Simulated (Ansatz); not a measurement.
# FGe2H5: the cost of one run

Method: RKS B3LYP/def2-SVP, in Ansatz 0.2.0.

## (1) The starting structure

Bond lengths: Ge1–F2 1.680 Å, Ge1–H3 1.550 Å, Ge1–H4 1.549 Å, Ge1–Ge5 2.398 Å, Ge5–H6 1.550 Å, Ge5–H7 1.550 Å, Ge5–H8 1.550 Å. Angles: F2–Ge1–H3 109.5°, F2–Ge1–H4 109.5°, F2–Ge1–Ge5 109.5°, H3–Ge1–H4 109.5°, H3–Ge1–Ge5 109.5°, H4–Ge1–Ge5 109.5°, Ge1–Ge5–H6 109.5°, Ge1–Ge5–H7 109.5°, Ge1–Ge5–H8 109.5°, H6–Ge5–H7 109.4°, H6–Ge5–H8 109.4°, H7–Ge5–H8 109.4°.

Coordinates:

```xyz
8

Ge    0.0000    0.0000    0.0000
F     0.0000    0.0000    1.6800
H     1.4616    0.0000   -0.5162
H    -0.7300    1.2648   -0.5162
Ge   -1.1304   -1.9584   -0.7992
H    -1.8281   -2.6730    0.3861
H    -2.1918   -1.5497   -1.8522
H    -0.1029   -2.9200   -1.4487
```

## (2) Preparing the start

input.yaml

```yaml
crystal:
  periodic: [false, false, false]
  atoms:
    - { symbol: Ge, position_ang: [0.0, 0.0, 0.0] }
    - { symbol: F, position_ang: [0.0, 0.0, 1.68] }
    - { symbol: H, position_ang: [1.4616, 0.0, -0.5162] }
    - { symbol: H, position_ang: [-0.73, 1.2648, -0.5162] }
    - { symbol: Ge, position_ang: [-1.1304, -1.9584, -0.7992] }
    - { symbol: H, position_ang: [-1.8281, -2.673, 0.3861] }
    - { symbol: H, position_ang: [-2.1918, -1.5497, -1.8522] }
    - { symbol: H, position_ang: [-0.1029, -2.92, -1.4487] }
basis:
  gaussian: { orbitals: def2-SVP }
hamiltonian:
  xc: b3lyp
relax:
  f_tol: 0.02
  max_steps: 40
```

Command:

```
ansatz run input.yaml --threads 2 --pin off --max-ram 3072MiB --backend cpu --events-out ev --progress --plain --runs-dir out
```

Q: Estimate wall time and peak memory on 2 threads of Arm Neoverse V2, shared host.

About 30 s, with a peak of 0.25 GiB.
